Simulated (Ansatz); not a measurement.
# RbBr3: convergence and cost

This session on RbBr3 sets out to test the smearing width on a coarse mesh.

Computed with Ansatz 0.2.0 (DFT PBE, scalar-relativistic, plane waves, PAW, unless a step's input says otherwise).

1 further run of the same task is left out (it didn't finish).

## (1) Starting point

Symmetry: I4/mmm, No. 139, tetragonal system. Conventional cell: a = 4.517 Å, b = 4.517 Å, c = 12.874 Å, α = 90.00°, β = 90.00°, γ = 90.00°. Rb (site symmetry 4/mmm) is surrounded by 4 Br at 3.19 Å. Br (site symmetry -4m2) is surrounded by 4 Br at 3.19 Å. Br (site symmetry 4/mmm) has 4 Rb at 3.19 Å as nearest neighbours.

Structure file:

```cif
data_structure
_symmetry_space_group_name_H-M 'I4/mmm'
_symmetry_Int_Tables_number 139
_cell_length_a 4.5171
_cell_length_b 4.5171
_cell_length_c 12.8740
_cell_angle_alpha 90.000
_cell_angle_beta 90.000
_cell_angle_gamma 90.000
_cell_volume 262.69
loop_
_atom_site_label
_atom_site_type_symbol
_atom_site_symmetry_multiplicity
_atom_site_Wyckoff_symbol
_atom_site_fract_x
_atom_site_fract_y
_atom_site_fract_z
_atom_site_occupancy
Rb1 Rb 2 a 0.00000 0.00000 0.00000 1
Br1 Br 4 d 0.00000 0.50000 0.25000 1
Br2 Br 2 b 0.50000 0.50000 0.00000 1
```

Source of the structure: the Materials Project (structure only). It is taken as it stands there.

## (2) The base run, which the others are set against

The input, input.yaml:

```yaml
crystal:
  lattice:
    - [-2.2585671, 2.2585671, 6.43700423]
    - [2.2585671, -2.2585671, 6.43700423]
    - [2.2585671, 2.2585671, -6.43700423]
  atoms:
    - { symbol: Rb, position: [0.0, 0.0, 0.0] }
    - { symbol: Br, position: [0.75, 0.25, 0.5] }
    - { symbol: Br, position: [0.25, 0.75, 0.5] }
    - { symbol: Br, position: [0.5, 0.5, 0.0] }
basis:
  ecutwfc: 420
kpoints:
  mp_grid: { grid: [14, 14, 14] }
hamiltonian:
  xc: pbe
scf:
  occupations: { method: gaussian, width: 0.1 }
output:
  forces: true
  stress: true
  eigenvalues: true
  populations: true
```

It was run beforehand and gave: -2904.8266 eV/atom at zero smearing, pressure 0.69 GPa, largest force 0.000 eV/Å, no gap on the mesh, in 7 SCF cycles and 12 s.

## (3) Smearing width on a coarse mesh set to Gaussian 0.01 eV

The input, input.yaml:

```yaml
crystal:
  lattice:
    - [-2.2585671, 2.2585671, 6.43700423]
    - [2.2585671, -2.2585671, 6.43700423]
    - [2.2585671, 2.2585671, -6.43700423]
  atoms:
    - { symbol: Rb, position: [0.0, 0.0, 0.0] }
    - { symbol: Br, position: [0.75, 0.25, 0.5] }
    - { symbol: Br, position: [0.25, 0.75, 0.5] }
    - { symbol: Br, position: [0.5, 0.5, 0.0] }
basis:
  ecutwfc: 420
kpoints:
  mp_grid: { grid: [7, 7, 7] }
hamiltonian:
  xc: pbe
scf:
  occupations: { method: gaussian, width: 0.01 }
output:
  forces: true
  stress: true
  eigenvalues: true
```

## (4) Smearing width on a coarse mesh set to Gaussian 0.05 eV

input.yaml: that of step 3 with these lines changed.

```diff
@@ -17,3 +17,3 @@
 scf:
-  occupations: { method: gaussian, width: 0.01 }
+  occupations: { method: gaussian, width: 0.05 }
 output:
```

## (5) Smearing width on a coarse mesh set to Gaussian 0.1 eV

input.yaml: that of step 4 with these lines changed.

```diff
@@ -17,3 +17,3 @@
 scf:
-  occupations: { method: gaussian, width: 0.05 }
+  occupations: { method: gaussian, width: 0.1 }
 output:
```

## (6) Smearing width on a coarse mesh set to Gaussian 0.2 eV

input.yaml: that of step 5 with these lines changed.

```diff
@@ -17,3 +17,3 @@
 scf:
-  occupations: { method: gaussian, width: 0.1 }
+  occupations: { method: gaussian, width: 0.2 }
 output:
```

## (7) Smearing width on a coarse mesh: Gaussian 0.4 eV

input.yaml: that of step 6 with these lines changed.

```diff
@@ -17,3 +17,3 @@
 scf:
-  occupations: { method: gaussian, width: 0.2 }
+  occupations: { method: gaussian, width: 0.4 }
 output:
```

(Steps that only read results are left out.)

**Question.** What does this series show? Wanted: largest energy shift, smearing width on a coarse mesh.

As calculated:

| quantity | value |
| --- | --- |
| largest energy shift, smearing width on a coarse mesh | -4.83 meV/atom at Gaussian 0.4 |

In words: Smearing shifts the free energy by as much as 39.7 meV/atom (Gaussian 0.4); extrapolating to zero width leaves 4.83 at most. For the widths that shift F most, the extrapolation takes out most of the shift. On the coarse mesh the shift from the base is least at Gaussian 0.2 eV (0.44 meV/atom): a wider smearing hides a sparse mesh, up to the point where its own error takes over. Spin polarisation is off in the runs that give these values; a magnetic solution could lie lower.
